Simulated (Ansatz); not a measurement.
Geometry optimisation, DFT PBE, scalar-relativistic, plane waves, PAW (Ansatz).

Input file:

```yaml
crystal:
  lattice:
    - [-3.752459, -6.49945, 0.0]
    - [7.504919, -4.332967, 0.0]
    - [0.0, 0.0, 7.36932]
  atoms:
    - { symbol: B, position: [0.673071, 0.3354883, 0.743442] }
    - { symbol: B, position: [0.6617825, 0.1603913, 0.241181] }
    - { symbol: "N", position: [0.8380207, 0.2466401, 0.7484526] }
    - { symbol: "N", position: [0.8339364, 0.2484373, 0.2502487] }
    - { symbol: B, position: [0.4974519, 0.0808629, 0.7458207], spin: 1.0 }
    - { symbol: B, position: [0.5068742, 0.9145178, 0.2397008] }
    - { symbol: "N", position: [0.666431, -0.0045572, 0.7513793] }
    - { symbol: "N", position: [0.6681065, -0.0008995, 0.2487801] }
    - { symbol: B, position: [0.6709869, 0.8326773, 0.7497611] }
    - { symbol: B, position: [0.6630475, 0.6645078, 0.2525008] }
    - { symbol: "N", position: [0.8342316, 0.7465679, 0.7531734] }
    - { symbol: "N", position: [0.8256032, 0.7522534, 0.2548865] }
    - { symbol: B, position: [0.5035342, 0.5845996, 0.7475007] }
    - { symbol: B, position: [0.503142, 0.4058269, 0.2527165] }
    - { symbol: "N", position: [0.6668255, 0.5004104, 0.7486274] }
    - { symbol: "N", position: [0.6718584, 0.5011215, 0.2486188] }
    - { symbol: B, position: [0.3333253, 0.3320886, 0.7526107] }
    - { symbol: B, position: [0.330534, 0.1675701, 0.2489395] }
    - { symbol: "N", position: [0.5001566, 0.2515008, 0.7520865] }
    - { symbol: "N", position: [0.5014536, 0.2487009, 0.2534941] }
    - { symbol: B, position: [0.1704366, 0.0848888, 0.7532556] }
    - { symbol: B, position: [0.1629425, 0.9179344, 0.2516742] }
    - { symbol: "N", position: [0.3384453, 0.005022, 0.7560182] }
    - { symbol: "N", position: [0.3351299, 0.0024592, 0.2488195] }
    - { symbol: B, position: [0.3307185, 0.6677855, 0.2499858] }
    - { symbol: "N", position: [0.5004532, 0.7477394, 0.7452654] }
    - { symbol: "N", position: [0.4885046, 0.7526899, 0.2515283] }
    - { symbol: B, position: [0.1695229, 0.5804957, 0.7464005] }
    - { symbol: B, position: [0.1600041, 0.414458, 0.2434537] }
    - { symbol: "N", position: [0.3373533, 0.5005353, 0.7570318] }
    - { symbol: "N", position: [0.3332901, 0.5091622, 0.2448332] }
    - { symbol: B, position: [0.0029882, 0.3315818, 0.7426863] }
    - { symbol: B, position: [0.0005975, 0.1684389, 0.2423158] }
    - { symbol: "N", position: [0.1708991, 0.2474118, 0.7464431] }
    - { symbol: "N", position: [0.1691918, 0.2486193, 0.2476929] }
    - { symbol: B, position: [0.8343033, 0.0826896, 0.7539475] }
    - { symbol: B, position: [0.8342379, 0.9192155, 0.2528303] }
    - { symbol: "N", position: [-0.0025916, -0.0032374, 0.7520182] }
    - { symbol: "N", position: [-0.0012302, 0.0039546, 0.2465897] }
    - { symbol: B, position: [0.0019658, 0.83769, 0.7521223] }
    - { symbol: B, position: [-0.0046083, 0.6635487, 0.2529317] }
    - { symbol: "N", position: [0.165077, 0.7507163, 0.7499152] }
    - { symbol: "N", position: [0.1684697, 0.7466697, 0.2531826] }
    - { symbol: B, position: [0.8300572, 0.5817859, 0.7512021] }
    - { symbol: B, position: [0.8343722, 0.4200102, 0.2582797] }
    - { symbol: "N", position: [0.0007689, 0.4965074, 0.7495262] }
    - { symbol: "N", position: [0.0024066, 0.4992137, 0.2426205] }
magnetization:
  spin_polarized: true
total_charge: 2
basis:
  ecutwfc: 420.0
kpoints:
  mp_grid: { grid: [2, 1, 2] }
hamiltonian:
  xc: pbe
  pseudopotentials: { kind: paw, azcp: { folder: soft_1 } }
scf:
  occupations: { method: fermi_dirac, width: 0.05 }
  lower_state_search: "off"
relax:
  f_tol: 0.03
  max_steps: 60
  adjacent_minimum: "off"
```

Run as:

```bash
$ ansatz run input.yaml --threads 4 --pin off --max-ram 10240MiB --backend cpu --events-out ev --progress --plain --runs-dir out
```

Problem. Where does it end, and by what steps?

Solution. It converged. The force dipped under the threshold on the way, but the program's further checks kept it going. Limits of this set-up: coarse k mesh, a small cell, in which the defect meets its images, a typed lattice constant that wasn't relaxed here, charged cell in a uniform background, uncorrected. After 8 steps the energy has fallen by 2.151 eV; B14 moved furthest, 0.12 Å.

| step | energy less start (eV) | largest force component (eV/Å) | accepted |
| --- | --- | --- | --- |
| 0 | 0.0000 | 5.394 | yes |
| 1 | -1.5709 | 2.761 | yes |
| 2 | -2.1160 | 0.415 | yes |
| 3 | -2.1365 | 0.362 | yes |
| 4 | -2.1490 | 0.149 | yes |
| 5 | -2.1505 | 0.116 | yes |
| 6 | -2.1507 | 0.130 | yes |
| 7 | -2.1512 | 0.008 | yes |
| 8 | -2.1512 | 0.007 | yes |

```xyz
47
Lattice="-3.7525 -6.4995 0.0000 7.5049 -4.3330 0.0000 0.0000 0.0000 7.3693" Properties=species:S:1:pos:R:3
B -0.035 -5.783 5.524
B -1.228 -5.051 1.839
N -1.276 -6.509 5.524
N -1.230 -6.495 1.839
B -1.298 -3.616 5.522
B 5.026 -7.217 1.839
N -2.533 -4.350 5.524
N -2.480 -4.328 1.839
B 3.744 -7.941 5.523
B 2.526 -7.218 1.839
N 2.469 -8.672 5.523
N 2.523 -8.661 1.838
B 2.475 -5.764 5.524
B 1.274 -5.052 1.839
N 1.221 -6.508 5.524
N 1.272 -6.495 1.839
B 1.206 -3.609 5.524
B 0.022 -2.884 1.839
N -0.036 -4.342 5.524
N 0.022 -4.329 1.839
B -0.039 -1.437 5.522
B 6.276 -5.052 1.839
N -1.213 -2.212 5.519
N -1.229 -2.162 1.839
B 3.777 -5.052 1.839
N 3.665 -6.517 5.523
N 3.774 -6.495 1.839
B 3.708 -3.632 5.523
B 2.525 -2.885 1.838
N 2.447 -4.326 5.524
N 2.524 -4.329 1.838
B 2.469 -1.448 5.524
B 1.274 -0.718 1.839
N 1.220 -2.167 5.523
N 1.273 -2.162 1.839
B -2.528 -5.786 5.524
B 3.775 -9.384 1.839
N -0.022 0.000 5.523
N 0.021 0.005 1.839
B 6.227 -3.642 5.523
B 5.027 -2.886 1.838
N 4.954 -4.287 5.522
N 5.025 -4.328 1.838
B 1.220 -7.951 5.524
B 0.023 -7.218 1.838
N 3.724 -2.174 5.524
N 3.774 -2.162 1.838
```

Whether the end is a true minimum wasn't checked by a vibrational analysis.

The run took 2 min on 4 threads of Arm Neoverse V1, with other jobs on the host, peak memory 1.7 GiB.
